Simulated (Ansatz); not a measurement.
# SiO: band structure with PBE

The system is SiO.

```
Si O
1.0
     0.00000    2.43364    2.43364
     2.43364    0.00000    2.43364
     2.43364    2.43364    0.00000
Si O
1 1
Direct
  0.75000 0.75000 0.75000
  0.00000 0.00000 0.00000
```

The cell was built by a generator and needn't be a form met in nature.

```
Program                             : Ansatz 0.2.0
Task                                : band structure
Functional                          : PBE
Potentials or basis                 : PseudoDojo stringent (PBE files)
Cutoff                              : 1252 eV
Density cutoff                      : 5007 eV
k mesh                              : 9 × 9 × 9
Occupations                         : fermi-dirac, width 0.05 eV
Spin                                : no spin polarisation
Path                                : [["G", "X", "W", "K", "G", "L", "U", "W", "L", "K"], ["U", "X"]]
Points for each segment of the path : 14
```

```json
{"Pressure": "-0.1 GPa", "Band gap on the k mesh": "none (metal or under the smearing width)"}
```

Levels at the corners of the path, in eV from the Fermi level:
| point | band 2 | band 3 | band 4 | band 5 | band 6 | band 7 | band 8 | band 9 |
| --- | --- | --- | --- | --- | --- | --- | --- | --- |
| Γ | -6.12 | -5.38 | -5.38 | -5.38 | 3.62 | 3.62 | 3.62 | 10.33 |
| X | -9.53 | -6.61 | -6.61 | -1.49 | -0.19 | 5.31 | 5.31 | 5.44 |
| W | -9.20 | -7.27 | -7.01 | 0.34 | 0.64 | 2.56 | 4.76 | 7.09 |
| K | -9.30 | -7.48 | -6.36 | -0.58 | 0.49 | 3.59 | 4.92 | 6.60 |
| Γ | -6.12 | -5.38 | -5.38 | -5.38 | 3.62 | 3.62 | 3.62 | 10.33 |
| L | -9.78 | -5.79 | -5.79 | -2.48 | 1.89 | 3.81 | 3.81 | 9.58 |
| U | -9.30 | -7.48 | -6.36 | -0.58 | 0.49 | 3.59 | 4.92 | 6.60 |
| W | -9.20 | -7.27 | -7.01 | 0.34 | 0.64 | 2.56 | 4.76 | 7.09 |
| L | -9.78 | -5.79 | -5.79 | -2.48 | 1.89 | 3.81 | 3.81 | 9.58 |
| K | -9.30 | -7.48 | -6.36 | -0.58 | 0.49 | 3.59 | 4.92 | 6.60 |
| U | -9.30 | -7.48 | -6.36 | -0.58 | 0.49 | 3.59 | 4.92 | 6.60 |
| X | -9.53 | -6.61 | -6.61 | -1.49 | -0.19 | 5.31 | 5.31 | 5.44 |

Wall time 7.8 s on 2 threads of Arm Neoverse V1, with other jobs on the host, peak memory 0.37 GiB.
